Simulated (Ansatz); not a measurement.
# CH4SSeSi: how energies converge with the basis set

An exercise on one series of results from a longer session: the logs are not shown, and one member is left open.

Method: one geometry, several basis sets; program: Ansatz 0.2.0, Gaussian basis.

Plan: PBE0-D4/def2-SVP; ωB97M-V/def2-SVP; PBE0-D4/def2-QZVPP; ωB97M-V/def2-QZVPP; the functionals' def2-TZVPP values are taken from earlier runs.

### The geometry

The geometry comes from an earlier relaxation with PBE0-D4 in a triple-zeta def2 set; it is a stationary point, not always the lowest conformer.

SMILES `C1S[SiH2][Se]1`, 8 atoms, charge 0, spin multiplicity 1.

Atoms are counted from 1 here; the program's logs count them from 0.

Bond lengths: C1–S2 1.826 Å, C1–Se4 1.978 Å, C1–H5 1.088 Å, C1–H6 1.088 Å, S2–Si3 2.134 Å, Si3–Se4 2.273 Å, Si3–H7 1.486 Å, Si3–H8 1.486 Å. Angles: S2–C1–Se4 106.4°, S2–C1–H5 110.4°, S2–C1–H6 110.4°, Se4–C1–H5 109.5°, Se4–C1–H6 109.5°, H5–C1–H6 110.6°, C1–S2–Si3 86.7°, S2–Si3–Se4 87.4°, S2–Si3–H7 114.9°, S2–Si3–H8 114.9°, Se4–Si3–H7 115.6°, Se4–Si3–H8 115.6°, H7–Si3–H8 107.6°, C1–Se4–Si3 79.5°.

As a file:

```xyz
8

C    -0.63828    1.13367   -0.40271
S     0.53267    0.92650    0.98273
Si    0.66459   -1.12270    0.40191
Se   -0.80740   -0.64004   -1.26132
H    -0.24980    1.85048   -1.12273
H    -1.61015    1.45236   -0.03250
H     2.01289   -1.56292   -0.04111
H     0.18758   -2.09445    1.41983
```

Set-up of the first run:

Input file in.yaml:

```yaml
crystal:
  periodic: [false, false, false]
  atoms:
    - {symbol: C, position_ang: [-0.638279, 1.133668, -0.402708]}
    - {symbol: S, position_ang: [0.532674, 0.926498, 0.982734]}
    - {symbol: Si, position_ang: [0.664592, -1.122703, 0.401911]}
    - {symbol: Se, position_ang: [-0.807399, -0.640036, -1.261321]}
    - {symbol: H, position_ang: [-0.249805, 1.850475, -1.122731]}
    - {symbol: H, position_ang: [-1.610152, 1.452365, -0.032503]}
    - {symbol: H, position_ang: [2.012892, -1.562917, -0.041115]}
    - {symbol: H, position_ang: [0.187577, -2.094450, 1.419832]}
basis:
  gaussian: {orbitals: def2-SVP}
hamiltonian: {xc: pbe0, dispersion: d4}
output: {orbitals: {seedname: orbitals}}
```

Steps of the session up to this table: PBE0-D4 in def2-SVP; ωB97M-V in def2-SVP; PBE0-D4 in def2-QZVPP; ωB97M-V in def2-QZVPP.

One of the session's tables, all rows but one given; the rest of the session is left out.

It belongs to the step «Density functionals: the series». 

```
functional       basis  HOMO (eV)
   PBE0-D4    def2-SVP      -6.83
   PBE0-D4  def2-TZVPP      -6.90
   PBE0-D4  def2-QZVPP          ?
   ωB97M-V    def2-SVP      -8.96
   ωB97M-V  def2-TZVPP      -9.05
   ωB97M-V  def2-QZVPP      -9.07
```

Estimate the missing values for PBE0-D4, def2-QZVPP.

The run gave: HOMO (eV): -6.91. In the column «HOMO (eV)» it lies between ωB97M-V, def2-SVP (-8.96) and PBE0-D4, def2-TZVPP (-6.90).
